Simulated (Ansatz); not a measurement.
# SnTe: the cost of one run

Program: Ansatz 0.2.0. Level of theory: DFT PBEsol, frozen-core PAW, scalar-relativistic unless said. These are calculated values, not measurements.

The COD entry's cell or inner coordinates are ideal or old and differ from later refinements, so a difference from it is no clean test against experiment.

### 1 The system as given

The structure is cubic, space group Fm-3m (No. 225). Conventional cell: a = 6.302 Å, b = 6.302 Å, c = 6.302 Å, α = 90.00°, β = 90.00°, γ = 90.00°. Sn (site symmetry m-3m) is surrounded by 6 Te at 3.15 Å. Te (site symmetry m-3m) has 6 Sn at 3.15 Å as nearest neighbours.

Coordinates:

```cif
data_structure
_symmetry_space_group_name_H-M 'Fm-3m'
_symmetry_Int_Tables_number 225
_cell_length_a 6.3017
_cell_length_b 6.3017
_cell_length_c 6.3017
_cell_angle_alpha 90.000
_cell_angle_beta 90.000
_cell_angle_gamma 90.000
_cell_volume 250.25
loop_
_atom_site_label
_atom_site_type_symbol
_atom_site_symmetry_multiplicity
_atom_site_Wyckoff_symbol
_atom_site_fract_x
_atom_site_fract_y
_atom_site_fract_z
_atom_site_occupancy
Sn1 Sn 4 a 0.00000 0.00000 0.00000 1
Te1 Te 4 b 0.50000 0.00000 0.00000 1
```

Cartesian axes are those of the input's lattice vectors. The structure goes back to a database entry.

### 2 Cell and atoms relaxed, PAW

Input file input.yaml:

```yaml
crystal:
  lattice:
    - [0.0, 3.15085, 3.15085]
    - [3.15085, 0.0, 3.15085]
    - [3.15085, 3.15085, 0.0]
  atoms:
    - { symbol: Sn, position: [0.0, 0.0, 0.0] }
    - { symbol: Te, position: [0.5, 0.5, 0.5] }
kpoints:
  mp_grid: { grid: [10, 10, 10] }
scf:
  occupations: { method: fermi_dirac, width: 0.1 }
hamiltonian:
  xc: pbesol
  pseudopotentials: { kind: paw }
relax:
  f_tol: 0.002
  max_steps: 80
  cell: {}
output:
  forces: true
  stress: true
  write_density: true
  write_potential: true
  elf: true
  volumetric_format: npy
```

The run is started by

```
$ ansatz run input.yaml --threads 1 --pin off --max-ram 3072MiB --backend cpu --events-out ev --progress --plain --runs-dir out
```

What time and memory should one allow on 1 thread of Intel Xeon Platinum 8488C (Sapphire Rapids), shared host?

About 9.1 s, with a peak of 0.41 GiB.
